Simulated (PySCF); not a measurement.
# H₈OSeSi₃: NMR shifts at several levels of theory, part 2 of 2

PySCF 2.14.0. Atoms count from 0. The steps go on from the part before.

### Step 9. Nuclear shieldings: LC-wPBE/pcSseg-1

Job settings and geometry (Å):

```
{"job": {"kind": "nmr", "xc": "LC-wPBE", "basis": "pcSseg-1", "pop": false}, "charge": 0, "multiplicity": 1}
O     -1.394049    -2.066168     0.217647
Si    -0.612392    -0.595931     0.202522
Si    -2.243990     1.021501    -0.213364
Se     0.969992    -0.538764    -1.466276
Si     2.649360     0.185417    -0.096331
H     -0.830421    -2.846896     0.258544
H      0.141815    -0.343716     1.475283
H     -1.595609     2.368234    -0.192495
H     -3.324335     0.983261     0.819656
H     -2.837326     0.780208    -1.562780
H      3.834872     0.399352    -0.974838
H      2.963979    -0.832412     0.949241
H      2.282141     1.468451     0.572617
```

With the program's defaults for keys left out, this is: GIAO LC-wPBE/pcSseg-1 NMR shielding, non-relativistic, gas phase.

Log:

```text
coarse grid: 51528 points
cycle   1  E = -3349.0946606166  dE = -9.880e-01  |g| = 1.013e+00  |ddm| = 3.337e+00
cycle   2  E = -3349.1111479798  dE = -1.649e-02  |g| = 8.517e-01  |ddm| = 1.089e+00
cycle   3  E = -3349.2152607048  dE = -1.041e-01  |g| = 1.606e-01  |ddm| = 6.363e-01
cycle   4  E = -3349.2196133463  dE = -4.353e-03  |g| = 2.874e-02  |ddm| = 1.191e-01
cycle   5  E = -3349.2198050460  dE = -1.917e-04  |g| = 6.784e-03  |ddm| = 3.826e-02
cycle   6  E = -3349.2198225944  dE = -1.755e-05  |g| = 2.450e-03  |ddm| = 1.741e-02
cycle   7  E = -3349.2198240563  dE = -1.462e-06  |g| = 7.186e-04  |ddm| = 4.260e-03
final grid: 103040 points
cycle   8  E = -3349.2198304068  dE = -2.170e-07  |g| = 6.182e-04  |ddm| = 2.064e-03
cycle   9  E = -3349.2198304544  dE = -4.762e-08  |g| = 5.810e-04  |ddm| = 1.009e-03
cycle  10  E = -3349.2198304831  dE = -2.874e-08  |g| = 6.443e-05  |ddm| = 3.856e-04
cycle  11  E = -3349.2198304862  dE = -3.091e-09  |g| = 4.124e-05  |ddm| = 1.974e-04
cycle  12  E = -3349.2198304871  dE = -8.736e-10  |g| = 1.129e-05  |ddm| = 1.316e-04
converged SCF energy = -3349.2198304871

GIAO shielding tensors (ppm)
atom      isotropic    diamagn.    paramagn.     s11        s22        s33       span
  0 O      294.526     387.223     -92.698    253.469    295.158    334.950     81.481
  1 Si     340.470     878.831    -538.361    281.270    336.509    403.632    122.362
  2 Si     457.695     879.498    -421.803    449.946    455.187    467.953     18.007
  3 Se    2362.953    3006.356    -643.403   2019.791   2391.113   2677.955    658.164
  4 Si     412.401     878.530    -466.129    379.191    399.561    458.451     79.260
  5 H       30.008      30.755      -0.747     21.366     26.635     42.025     20.659
  6 H       25.705      31.117      -5.412     21.829     25.805     29.482      7.652
  7 H       27.985      29.224      -1.239     24.447     26.857     32.651      8.204
  8 H       27.696      28.170      -0.474     24.165     25.172     33.750      9.585
  9 H       27.713      28.603      -0.890     24.250     26.333     32.555      8.305
 10 H       26.794      27.669      -0.875     22.520     24.223     33.638     11.118
 11 H       26.901      28.597      -1.695     22.616     24.788     33.300     10.684
 12 H       27.121      29.057      -1.936     22.560     25.481     33.322     10.762
```

Run time: 32 s. Hardware: 1 thread of Arm Neoverse V2, shared host; peak memory 0.9 GiB.

This run: δ O0 44.2, Si1 18.0, Si4 -53.9, Si2 -99.2, H6 5.62, H10 4.39 ppm (means over like atoms).

### Step 10. Nuclear shieldings: PBE0/6-31G

Settings changed since step 9:

```diff
@@ -1,2 +1,2 @@
-{"job": {"kind": "nmr", "xc": "LC-wPBE", "basis": "pcSseg-1", "pop": false}, "charge": 0, "multiplicity": 1}
+{"job": {"kind": "nmr", "xc": "PBE0", "basis": "6-31G", "pop": true}, "charge": 0, "multiplicity": 1}
 O     -1.394049    -2.066168     0.217647
```

Level: GIAO PBE0/6-31G NMR shielding, non-relativistic, gas phase.

Log:

```text
coarse grid: 51528 points
cycle   1  E = -3348.7223861755  dE = -6.264e-01  |g| = 7.315e-01  |ddm| = 3.295e+00
cycle   2  E = -3348.5116580465  dE =  2.107e-01  |g| = 1.248e+00  |ddm| = 2.595e+00
cycle   3  E = -3348.8367610579  dE = -3.251e-01  |g| = 1.142e-01  |ddm| = 1.846e+00
cycle   4  E = -3348.8397038691  dE = -2.943e-03  |g| = 5.036e-02  |ddm| = 2.768e-01
cycle   5  E = -3348.8403773301  dE = -6.735e-04  |g| = 4.743e-03  |ddm| = 9.123e-02
cycle   6  E = -3348.8403856796  dE = -8.350e-06  |g| = 1.243e-03  |ddm| = 1.273e-02
final grid: 103040 points
cycle   7  E = -3348.8403378700  dE = -1.603e-07  |g| = 1.270e-03  |ddm| = 4.971e-03
cycle   8  E = -3348.8403377499  dE =  1.200e-07  |g| = 1.583e-03  |ddm| = 4.347e-03
cycle   9  E = -3348.8403383659  dE = -6.159e-07  |g| = 2.680e-04  |ddm| = 2.196e-03
cycle  10  E = -3348.8403383846  dE = -1.875e-08  |g| = 2.326e-05  |ddm| = 4.027e-04
cycle  11  E = -3348.8403383847  dE = -1.201e-10  |g| = 3.727e-06  |ddm| = 3.951e-05
converged SCF energy = -3348.8403383847

GIAO shielding tensors (ppm)
atom      isotropic    diamagn.    paramagn.     s11        s22        s33       span
  0 O      296.859     392.948     -96.089    230.700    302.274    357.603    126.904
  1 Si     384.050     879.273    -495.223    316.963    389.131    446.057    129.094
  2 Si     518.388     881.369    -362.981    509.417    515.749    529.997     20.579
  3 Se    2457.600    2999.243    -541.643   2098.014   2510.033   2764.752    666.738
  4 Si     475.151     881.457    -406.306    443.542    458.226    523.685     80.143
  5 H       32.493      29.809       2.685     24.137     29.359     43.984     19.847
  6 H       26.943      31.261      -4.318     22.314     27.316     31.198      8.884
  7 H       29.332      29.498      -0.166     25.261     28.234     34.499      9.238
  8 H       28.976      28.913       0.062     25.173     26.215     35.539     10.366
  9 H       29.010      29.152      -0.142     25.378     27.205     34.448      9.071
 10 H       28.556      29.285      -0.729     24.152     25.551     35.965     11.813
 11 H       28.718      29.717      -0.999     24.621     26.416     35.117     10.496
 12 H       28.848      29.965      -1.117     24.252     27.209     35.082     10.830
```

It took 11 s on 1 thread of Arm Neoverse V2, shared host; peak memory 0.71 GiB.

In short: δ O0 21.6, Si1 60.7, Si4 -30.4, Si2 -73.6, H6 5.67, H10 3.90 ppm (means over like atoms).

### Step 11. NMR shieldings: PBE0/STO-3G

Settings changed since step 10:

```diff
@@ -1,2 +1,2 @@
-{"job": {"kind": "nmr", "xc": "PBE0", "basis": "6-31G", "pop": true}, "charge": 0, "multiplicity": 1}
+{"job": {"kind": "nmr", "xc": "PBE0", "basis": "STO-3G", "pop": true}, "charge": 0, "multiplicity": 1}
 O     -1.394049    -2.066168     0.217647
```

With the program's defaults for keys left out, this is: GIAO PBE0/STO-3G NMR shielding, non-relativistic, gas phase.

Log:

```text
coarse grid: 51528 points
cycle   1  E = -3311.4537415905  dE = -3.335e+00  |g| = 6.803e-01  |ddm| = 3.978e+00
cycle   2  E = -3311.4773364588  dE = -2.359e-02  |g| = 7.509e-01  |ddm| = 2.834e+00
cycle   3  E = -3311.6929426696  dE = -2.156e-01  |g| = 6.265e-02  |ddm| = 1.424e+00
cycle   4  E = -3311.6944473628  dE = -1.505e-03  |g| = 3.222e-02  |ddm| = 2.064e-01
cycle   5  E = -3311.6948831427  dE = -4.358e-04  |g| = 4.305e-03  |ddm| = 6.911e-02
cycle   6  E = -3311.6948916425  dE = -8.500e-06  |g| = 6.679e-04  |ddm| = 9.951e-03
final grid: 103040 points
cycle   7  E = -3311.6947013761  dE = -1.262e-07  |g| = 4.517e-04  |ddm| = 2.246e-03
cycle   8  E = -3311.6947014156  dE = -3.949e-08  |g| = 3.320e-04  |ddm| = 1.453e-03
cycle   9  E = -3311.6947014596  dE = -4.401e-08  |g| = 3.492e-05  |ddm| = 6.388e-04
cycle  10  E = -3311.6947014601  dE = -4.989e-10  |g| = 3.857e-06  |ddm| = 7.020e-05
converged SCF energy = -3311.6947014601

GIAO shielding tensors (ppm)
atom      isotropic    diamagn.    paramagn.     s11        s22        s33       span
  0 O      395.792     376.527      19.265    274.101    416.182    497.093    222.993
  1 Si     507.950     871.770    -363.820    427.272    508.585    587.992    160.721
  2 Si     608.299     870.377    -262.078    601.149    607.814    615.934     14.785
  3 Se    2931.496    2980.050     -48.554   2839.358   2911.228   3043.901    204.543
  4 Si     574.099     869.997    -295.898    535.309    557.119    629.867     94.558
  5 H       35.647      30.890       4.757     27.251     33.581     46.110     18.858
  6 H       30.190      35.796      -5.606     24.720     30.019     35.830     11.110
  7 H       30.844      32.252      -1.408     26.262     29.413     36.857     10.595
  8 H       30.773      30.174       0.599     26.606     27.953     37.759     11.153
  9 H       30.617      30.637      -0.020     26.330     28.700     36.820     10.491
 10 H       30.531      29.592       0.939     25.583     27.512     38.498     12.915
 11 H       30.855      31.681      -0.826     26.571     28.421     37.574     11.003
 12 H       30.819      32.978      -2.158     26.214     28.983     37.262     11.048
```

It took 5.3 s on 1 thread of Arm Neoverse V2, shared host; peak memory 0.41 GiB.

In short: δ O0 -54.1, Si1 9.7, Si4 -56.5, Si2 -90.7, H6 2.41, H10 1.87 ppm (means over like atoms).

### Step 12. Comparing the runs: NMR shifts

Shifts (ppm) of some atoms, chosen among heavy atoms and hydrogens apart, with basis size and wall time:

```
               run    H6     H5     O0   Si1    Si4     Si2   Se3  functions   time
     PBE0/pcSseg-1  5.95   1.29   54.6  19.2  -53.3  -102.0  -540        170   21 s
 mPW1PW91/pcSseg-1  5.90   1.30   53.4  19.2  -51.9   -99.8  -544        170   21 s
     WP04/pcSseg-1  5.14   1.39   43.0  17.2  -43.4   -85.5  -624        170   21 s
    B97-2/pcSseg-1  5.84   1.27   51.4  17.7  -51.0   -98.2  -555        170   21 s
BHandHLYP/pcSseg-1  5.50   1.44   48.0  17.1  -51.2   -96.6  -552        170   21 s
CAM-B3LYP/pcSseg-1  5.70   1.34   55.6  20.7  -54.0  -102.3  -569        170   30 s
  wB97X-D/pcSseg-1  5.78   1.31   49.9  18.8  -52.8   -99.9  -557        170   29 s
  LC-wPBE/pcSseg-1  5.62   1.32   44.2  18.0  -53.9   -99.2  -558        170   32 s
        PBE0/6-31G  5.67   0.12   21.6  60.7  -30.4   -73.6  -470         91   11 s
       PBE0/STO-3G  2.41  -3.04  -54.1   9.7  -56.5   -90.7  -469         58  5.3 s
```

### Step 13. Outcome

What follows sums up all 2 parts.

```
                                                              quantity                                             value
¹H shifts against TMS (PBE0/pcSseg-1, means over atoms taken as alike)                        5.95, 4.55, 3.61, 1.29 ppm
                                ¹⁷O shifts against H2O (PBE0/pcSseg-1)                                          54.6 ppm
                               ²⁹Si shifts against TMS (PBE0/pcSseg-1)                           19.2, -53.3, -102.0 ppm
                             ⁷⁷Se shifts against Me2Se (PBE0/pcSseg-1)                                          -540 ppm
                       range of the shift of Se3 (minimal bases aside)                                  -624 to -470 ppm
                                         property runs in this session  10, of which 0 failed and 1 gave unsound results
```

In words: Single values in the summary come from the first sound run of each kind (PBE0/pcSseg-1), which need not be the best level. At PBE0/pcSseg-1: The widest tensor belongs to Se3: span 667 ppm, with a paramagnetic part of -696 ppm. Leaving out the minimal-basis runs, which are unusable for shieldings: Across the 9 runs the shift of Se3 moves most, between -624 (WP04/pcSseg-1) and -470 ppm (PBE0/6-31G). Spin-orbit coupling is left out, which matters for shieldings and couplings at and beside the heavy atoms.
